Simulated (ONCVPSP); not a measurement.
# An ONCV potential for scandium, from input to tests

Do these settings give a usable potential? It is generated, then checked for transferability, scattering, ghosts and hardness.

Program: ONCVPSP 4.0.1. Reference atom: PBEsol, scalar-relativistic, spherical and spin-unpolarised. All values are calculated.

## (1) The design

Typed settings, in words:

```
element                 : scandium (Sc, Z = 21)
type                    : optimised norm-conserving Vanderbilt (ONCV)
frozen core             : [Ne] 3s2
valence charge          : 9
reference configuration : 3p6 3d1 4s2
partial waves           : 4s: rc 2.80 bohr, ncon 4, nbas 7, qcut 1.8 1/bohr, 1 projector; 3p: rc 1.20 bohr, ncon 5, nbas 9, qcut 5.7 1/bohr, 2 projectors, debl 1.7 Ha; 3d: rc 2.85 bohr, ncon 4, nbas 9, qcut 5.2 1/bohr, 2 projectors, debl 2.5 Ha
local potential         : polynomial inside 0.80 bohr (lpopt 5, dvloc0 3 Ha)
core correction         : not asked for
```

The outer shells as boxes (Hund's rule for the drawing; the calculation is spin-unpolarised):

```
[Ne] core
3s [↑↓]
3p [↑↓][↑↓][↑↓]
3d [↑ ][  ][  ][  ][  ]
4s [↑↓]
```

## (2) Generating the potential

Sc.dat reads:

```
# ATOM AND REFERENCE CONFIGURATION
# atsym  z   nc   nv     iexc    psfile
  Sc 21.00    4    3  -116133      upf
#
#   n    l    f
    1    0    2.00
    2    0    2.00
    2    1    6.00
    3    0    2.00
    3    1    6.00
    3    2    1.00
    4    0    2.00
#
# PSEUDOPOTENTIAL AND OPTIMIZATION
# lmax
    2
#
#   l,   rc,      ep,       ncon, nbas, qcut
    0    2.80    0.00    4    7    1.80
    1    1.20    0.00    5    9    5.70
    2    2.85    0.00    4    9    5.20
#
# LOCAL POTENTIAL
# lloc, lpopt,  rc(5),   dvloc0
    4    5    0.80    3.00
#
# VANDERBILT-KLEINMAN-BYLANDER PROJECTORs
# l, nproj, debl
    0    1    2.50
    1    2    1.70
    2    2    2.50
#
# MODEL CORE CHARGE
# icmod, fcfact, rcfact
    0    0.00    0.00
#
# LOG DERIVATIVE ANALYSIS
# epsh1, epsh2, depsh
   -3.00    5.00    0.02
#
# OUTPUT GRID
# rlmax, drl
    6.00    0.01
#
# TEST CONFIGURATIONS
# ncnf
    4
# nvcnf
#   n    l    f
    3
    3    1    6.00
    3    2    1.00
    4    0    1.00
#
    3
    3    1    6.00
    3    2    1.00
    4    0    0.00
#
    3
    3    1    6.00
    3    2    0.00
    4    0    0.00
#
    3
    3    1    6.00
    3    2    2.00
    4    0    0.00
#
```

On the command line:

```sh
$ oncvpsp.x < Sc.dat > Sc.out
```

**Question.** What will these runs give? Wanted: cutoffs for 1 and 0.1 mHa per electron, occupied waves; bound ghosts; GHOST(+) flags; largest test error; largest phase difference near zero energy, channels read.

As calculated:

```
                                                quantity                                        value
  cutoffs for 1 and 0.1 mHa per electron, occupied waves                             18 Ha and 144 Ha
                                            bound ghosts                              s at -169.67 eV
                                          GHOST(+) flags                                   d at 72 eV
                            largest test error (AE − PS)  +176 meV, for 3p6 3d2 4s0 (1 test unsolved)
largest phase difference near zero energy, channels read                                    0.045 rad
```

What this shows: It has a bound ghost (s), a state that the atom doesn't have, and that rules the file out. By total energies transferability is poor: the largest error is 176 meV on 7.5 eV, for 3p6 3d2 4s0. Of the tests 1 gave no usable energy difference, which is a warning in itself. It counts as of middling hardness, with 18 Ha needed at the looser tolerance. The tighter tolerance needs 144 Ha, and converged work needs a cutoff nearer that. At the looser tolerance the 3p wave is the slowest; 3d needs 11 Ha. Near zero energy the largest phase difference among the channels read is 0.04 rad, in the s channel. The program also flags highly localised states, GHOST(+) (d). These are tests on the free atom; a crystal test is still owed.
